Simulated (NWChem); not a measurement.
**One shape, several levels: CH5O3V (SMILES [CH3][V](=[O])([OH])[OH])**

Wanted: a comparison of 4 runs (HF/STO-3G, HF/3-21G, B3LYP/6-31G*) of CH5O3V. 

Program for the calculation: NWChem 7.3.0.

## (1) Starting point

The species is CH5O3V (10 atoms), meant as a singlet with charge 0. SMILES: `[CH3][V](=[O])([OH])[OH]`. Geometry: relaxed at PBE0-D4/def2-TZVP. This is one conformer, not always the lowest.

Bond lengths: C1–V2 2.013 Å, V2–O3 1.554 Å, V2–O4 1.766 Å, V2–O5 1.766 Å, C1–H6 1.092 Å, C1–H7 1.093 Å, C1–H8 1.091 Å, O4–H9 0.961 Å, O5–H10 0.961 Å. Some angles: C1–V2–O3 104.7°, C1–V2–O4 105.5°, C1–V2–O5 105.5°, O3–V2–O4 110.7°, O3–V2–O5 110.7°, O4–V2–O5 118.5°, V2–C1–H6 108.4°, V2–C1–H7 109.6°, V2–C1–H8 108.4°, V2–O4–H9 122.5°.

## (2) Energy and forces at HF/STO-3G (run 1)

run.nw reads:

```
start run
title "CH5O3V gradient"
memory 2200 mb
charge 0

geometry units angstroms noautosym nocenter noautoz
  C       -0.782000      -0.902700      -0.644800
  V        0.662000       0.004600       0.424200
  O        1.609000      -1.147000       0.863600
  O       -0.157400       0.708300       1.821600
  O        1.477300       1.087200      -0.708400
  H       -1.278600      -1.632300      -0.002500
  H       -1.500700      -0.158400      -0.997500
  H       -0.316200      -1.409100      -1.492100
  H       -0.711000       1.491600       1.756200
  H        1.080600       1.906600      -1.017100
end

basis spherical bse
  * library STO-3G
end

scf
  thresh 1e-08
  maxiter 80
  noprint "final vectors analysis"
end

task scf gradient
```

On the command line:

```
$ nwchem run.nw > run.out
```

Output:

```text
[...]
  functions       =    43
[...]
  wavefunction    = RHF
[...]
         Total SCF energy =  -1195.152788994637
      One-electron energy =  -2302.215712854691
      Two-electron energy =    774.422494312089
 Nuclear repulsion energy =    332.640429547965
        Time for solution =     11.8s
[...]
                         RHF ENERGY GRADIENTS
    atom               coordinates                        gradient
                 x          y          z           x          y          z
   1 C      -1.477766  -1.705856  -1.218495   -0.016728  -0.013716  -0.012947
   2 V       1.250999   0.008693   0.801622   -0.064244   0.043922  -0.034884
   3 O       3.040569  -2.167516   1.631967    0.078913  -0.105870   0.035127
   4 O      -0.297443   1.338493   3.442325   -0.053230   0.045726   0.052214
   5 O       2.791692   2.054510  -1.338682    0.018291   0.062466  -0.058654
   6 H      -2.416204  -3.084600  -0.004724    0.001001  -0.004262   0.010801
   7 H      -2.835912  -0.299333  -1.885002   -0.001737   0.011602   0.000632
   8 H      -0.597531  -2.662813  -2.819660    0.010666  -0.001999  -0.004141
   9 H      -1.343595   2.818715   3.318737    0.013884  -0.018777   0.005296
  10 H       2.042038   3.602952  -1.922040    0.013183  -0.019093   0.006556
[...]
```

Run time: 14 s. Hardware: 1 thread of Intel Xeon Platinum 8259CL at 2.50GHz (Skylake/Cascade Lake), shared host; peak memory 0.1 GiB.

## (3) Energy and forces at HF/3-21G (run 2)

ch5o3v.nw reads:

```
start ch5o3v
memory stack 880 mb heap 220 mb global 1100 mb

geometry units angstroms noautosym nocenter noautoz
 C    -0.782000   -0.902700   -0.644800
 V     0.662000    0.004600    0.424200
 O     1.609000   -1.147000    0.863600
 O    -0.157400    0.708300    1.821600
 O     1.477300    1.087200   -0.708400
 H    -1.278600   -1.632300   -0.002500
 H    -1.500700   -0.158400   -0.997500
 H    -0.316200   -1.409100   -1.492100
 H    -0.711000    1.491600    1.756200
 H     1.080600    1.906600   -1.017100
end

basis spherical bse
 C library 3-21G
 V library 3-21G
 O library 3-21G
 H library 3-21G
end

scf
 thresh 1e-08
 maxiter 80
 print low
end

task scf gradient
```

On the command line:

```
$ nwchem ch5o3v.nw > ch5o3v.out
```

Output:

```text
[...]
  functions       =    73
[...]
  wavefunction    = RHF
[...]
         Total SCF energy =  -1202.181918794733
      One-electron energy =  -2310.516051540199
      Two-electron energy =    775.693703197500
 Nuclear repulsion energy =    332.640429547965
        Time for solution =     14.7s
[...]
                         RHF ENERGY GRADIENTS
    atom               coordinates                        gradient
                 x          y          z           x          y          z
   1 C      -1.477766  -1.705856  -1.218495   -0.003702  -0.002298  -0.002798
   2 V       1.250999   0.008693   0.801622   -0.026685   0.023872  -0.013627
   3 O       3.040569  -2.167516   1.631967    0.023657  -0.026104   0.011374
   4 O      -0.297443   1.338493   3.442325   -0.010870   0.004848   0.026272
   5 O       2.791692   2.054510  -1.338682    0.018324   0.011746  -0.019028
   6 H      -2.416204  -3.084600  -0.004724   -0.001909  -0.003578   0.003987
   7 H      -2.835912  -0.299333  -1.885002   -0.002583   0.004815  -0.000936
   8 H      -0.597531  -2.662813  -2.819660    0.003241  -0.002368  -0.003972
   9 H      -1.343595   2.818715   3.318737    0.005801  -0.004123  -0.009268
  10 H       2.042038   3.602952  -1.922040   -0.005276  -0.006810   0.007996
[...]
```

Wall time 18 s (1 thread of Intel Xeon Platinum 8259CL at 2.50GHz (Skylake/Cascade Lake), shared host); peak memory 0.1 GiB.

## (4) Energy and forces at B3LYP/6-31G(d) (spherical functions) (run 3)

mol.nw reads:

```
START mol
TITLE "CH5O3V B3LYP"
memory total 2200 mb

GEOMETRY noautosym nocenter noautoz
  C     -0.782000    -0.902700    -0.644800
  V      0.662000     0.004600     0.424200
  O      1.609000    -1.147000     0.863600
  O     -0.157400     0.708300     1.821600
  O      1.477300     1.087200    -0.708400
  H     -1.278600    -1.632300    -0.002500
  H     -1.500700    -0.158400    -0.997500
  H     -0.316200    -1.409100    -1.492100
  H     -0.711000     1.491600     1.756200
  H      1.080600     1.906600    -1.017100
END

BASIS "ao basis" spherical bse
  * library 6-31G*
END

DFT
  xc b3lyp
  grid fine
  convergence energy 1e-08
  maxiter 100
  mulliken
  print medium
END

TASK dft gradient
```

On the command line:

```
$ nwchem mol.nw > mol.out
```

Output:

```text
[...]
          Wavefunction type:  closed shell.
          No. of atoms     :    10
          No. of electrons :    58
[...]
          Charge           :     0
          Spin multiplicity:     1
[...]
          AO basis - number of functions:   100
[...]
              XC Information
              --------------
                         B3LYP Method XC Potential
                     Hartree-Fock (Exact) Exchange  0.200
                        Slater Exchange Functional  0.800 local
                    Becke 1988 Exchange Functional  0.720 non-local
              Lee-Yang-Parr Correlation Functional  0.810
                  VWN I RPA Correlation Functional  0.190 local
[...]
 d= 0,ls=0.0,diis     1  -1209.9483412494 -1.54D+03  4.97D-02  6.29D+00     6.9
[...]
 d= 0,ls=0.0,diis    16  -1210.8310974461 -2.51D-09  8.49D-07  2.91D-08    78.2
         Total DFT energy =    -1210.831097446114
      One electron energy =    -2322.291527748428
           Coulomb energy =      857.092508151746
    Exchange-Corr. energy =      -78.272507397397
 Nuclear repulsion energy =      332.640429547965
[...]
  wavefunction    = closed shell
[...]
```

It took 96 s on 1 thread of Intel Xeon Platinum 8259CL at 2.50GHz (Skylake/Cascade Lake), shared host; peak memory 0.14 GiB.

## (5) Energy and gradient at B3LYP/6-31G(d) (Cartesian functions) (run 4)

job.nw reads:

```
start job
memory 2200 mb

geometry noautosym nocenter noautoz
C       -0.782000      -0.902700      -0.644800
V        0.662000       0.004600       0.424200
O        1.609000      -1.147000       0.863600
O       -0.157400       0.708300       1.821600
O        1.477300       1.087200      -0.708400
H       -1.278600      -1.632300      -0.002500
H       -1.500700      -0.158400      -0.997500
H       -0.316200      -1.409100      -1.492100
H       -0.711000       1.491600       1.756200
H        1.080600       1.906600      -1.017100
end

basis "ao basis" cartesian
* library 6-31G*
end

dft
xc b3lyp
grid fine
convergence energy 1e-08
maxiter 100
mulliken
end

task dft gradient
```

On the command line:

```
$ nwchem job.nw > job.out
```

Output:

```text
[...]
          Wavefunction type:  closed shell.
          No. of atoms     :    10
          No. of electrons :    58
[...]
          Charge           :     0
          Spin multiplicity:     1
[...]
          AO basis - number of functions:   109
[...]
              XC Information
              --------------
                         B3LYP Method XC Potential
                     Hartree-Fock (Exact) Exchange  0.200
                        Slater Exchange Functional  0.800 local
                    Becke 1988 Exchange Functional  0.720 non-local
              Lee-Yang-Parr Correlation Functional  0.810
                  VWN I RPA Correlation Functional  0.190 local
[...]
 d= 0,ls=0.0,diis     1  -1209.9527452422 -1.54D+03  8.71D-02  8.14D+00     6.6
[...]
 d= 0,ls=0.0,diis    15  -1210.8463559261 -1.60D-09  4.04D-07  6.01D-09    75.8
         Total DFT energy =    -1210.846355926130
      One electron energy =    -2322.585077313134
           Coulomb energy =      857.366303192638
    Exchange-Corr. energy =      -78.268011353600
 Nuclear repulsion energy =      332.640429547965
[...]
  wavefunction    = closed shell
[...]
```

It took 93 s on 1 thread of Intel Xeon Platinum 8259CL at 2.50GHz (Skylake/Cascade Lake), shared host; peak memory 0.14 GiB.

## (6) Overview of the runs

```
run                               level  iteration cap  module   energy (Eh)  dipole moment (D)  largest force (eV/Å)  wall time
  1                           HF/STO-3G             80     scf  -1195.152789               3.72                 7.026       14 s
  2                            HF/3-21G             80     scf  -1202.181919                  –                 1.970       18 s
  3  B3LYP/6-31G* (spherical functions)            100     dft  -1210.831097               4.67                 0.466       96 s
  4  B3LYP/6-31G* (Cartesian functions)            100     dft  -1210.846356               4.69                 0.749       93 s
```

## (7) Outcome

| quantity | value |
| --- | --- |
| run 4: total energy | -1210.84636 Eh |
| run 4: dipole moment | 4.69 D |
| run 4: HOMO energy | -8.04 eV |
| run 4: LUMO energy | -2.37 eV |
| run 4: HOMO–LUMO gap | 5.68 eV |
| run 4: largest force on an atom | 0.749 eV/Å |

In words: Over runs 1, 3, 4 the dipole moment (its size) runs from 3.72 D (HF/STO-3G) to 4.69 D (B3LYP/6-31G*). The two ends differ in method and basis. In run 1 the basis is minimal, so the values are rough. All runs together took 3.7 min, the longest 96 s.
